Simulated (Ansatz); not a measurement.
# GeH5 (doublet): from Hartree-Fock to the top rungs at distance H1–H2 along a hydrogen transfer = 1.000 Å, cc-pVTZ

How much of the correlation energy of GeH5 (doublet) does each wave-function method recover here?

Program: Ansatz 0.2.0, Gaussian basis. Level of theory: cc-pVTZ, core rule «outside noble gas», up to 14 orbitals frozen. These are calculated values, not measurements.

Plan: UHF; CCSD(T) on ROHF; CCSD(T) on UHF; BCCD(T) on ROHF; CCSDT(Q) on ROHF; CCSDT(Q) on UHF; CASSCF and NEVPT2, 3 electrons in 3 orbitals; CASSCF and NEVPT2, 9 electrons in 9 orbitals.

## 1. The geometry

The geometry derives from fragments relaxed apart (PBE0/def2-TZVP) and kept rigid, so it is no stationary point. A hydrogen atom is moved between rigid fragments. No spin-orbit coupling is included. The filled d shell of Ge may be among the frozen orbitals whatever the setting's name suggests; the logs give the count.

6 atoms, charge 0, spin multiplicity 2.

Atoms are counted from 1 here; the program's logs count them from 0.

Bond lengths: H2–Ge3 1.869 Å, Ge3–H4 1.539 Å, Ge3–H5 1.539 Å, Ge3–H6 1.539 Å. Angles: H2–Ge3–H4 107.7°, H2–Ge3–H5 107.7°, H2–Ge3–H6 107.7°, H4–Ge3–H5 111.2°, H4–Ge3–H6 111.2°, H5–Ge3–H6 111.2°.

## 2. UHF

File in.yaml:

```yaml
crystal:
  periodic: [false, false, false]
  atoms:
    - {symbol: H, position_ang: [-2.825765, 0.000000, -0.000001]}
    - {symbol: H, position_ang: [-1.825765, 0.000000, -0.000001]}
    - {symbol: Ge, position_ang: [0.043235, 0.000000, 0.000000]}
    - {symbol: H, position_ang: [0.511903, -1.465915, 0.000000]}
    - {symbol: H, position_ang: [0.511903, 0.732957, -1.269519]}
    - {symbol: H, position_ang: [0.511903, 0.732957, 1.269520]}
basis:
  gaussian: {orbitals: cc-pVTZ}
magnetization: {spin_polarized: true, initial_magnetization: 1}
hamiltonian: {xc: hf}
output: {orbitals: {seedname: orbitals}}
```

On the command line:

```console
ansatz run in.yaml --threads 1 --pin off --events-out ev --progress --plain --max-ram 2816MiB --backend cpu
```

The runs that follow: CCSD(T) on ROHF; CCSD(T) on UHF; BCCD(T) on ROHF; CCSDT(Q) on ROHF; CCSDT(Q) on UHF; CASSCF and NEVPT2, 3 electrons in 3 orbitals; CASSCF and NEVPT2, 9 electrons in 9 orbitals.

**Question.** What will the summary of the whole plan be? Wanted: UCCSDT(Q) below the RHF energy; RMP2 from UCCSDT(Q); UMP2 from UCCSDT(Q); RCCSD from UCCSDT(Q); RCCSD(T) from UCCSDT(Q); UCCSD(T) from UCCSDT(Q); RCCSDT(Q) from UCCSDT(Q); NEVPT2 pair from UCCSDT(Q); NEVPT2 valence from UCCSDT(Q).

The runs gave:

```
                         quantity                                                   value
   UCCSDT(Q) below the RHF energy                                              -5.3997 eV
              RMP2 from UCCSDT(Q)                                             +1059.0 meV
              UMP2 from UCCSDT(Q)                                             +1086.8 meV
             RCCSD from UCCSDT(Q)                                              +153.7 meV
          RCCSD(T) from UCCSDT(Q)                                               +29.1 meV
          UCCSD(T) from UCCSDT(Q)                                               +27.7 meV
         RCCSDT(Q) from UCCSDT(Q)                                                +3.0 meV
       NEVPT2 pair from UCCSDT(Q)                                             +1000.0 meV
    NEVPT2 valence from UCCSDT(Q)                                              +953.7 meV
levels within 1 kcal/mol (43 meV)  RCCSD(T), UCCSD(T), BCCD(T), RCCSDT, UCCSDT, RCCSDT(Q)
                    T1 diagnostic                                                   0.022
   effectively unpaired electrons                                                    1.03
```

What this shows: RCCSD(T) misses by +29.1 meV, 0.5 % of the correlation energy. One determinant dominates. Of the multireference levels listed NEVPT2 valence comes nearest in total energy (+953.7 meV), which doesn't show that its space is the better one. These misses are within one basis, not against nature; the frozen cores of restricted and unrestricted runs differ, which can shift their rows.
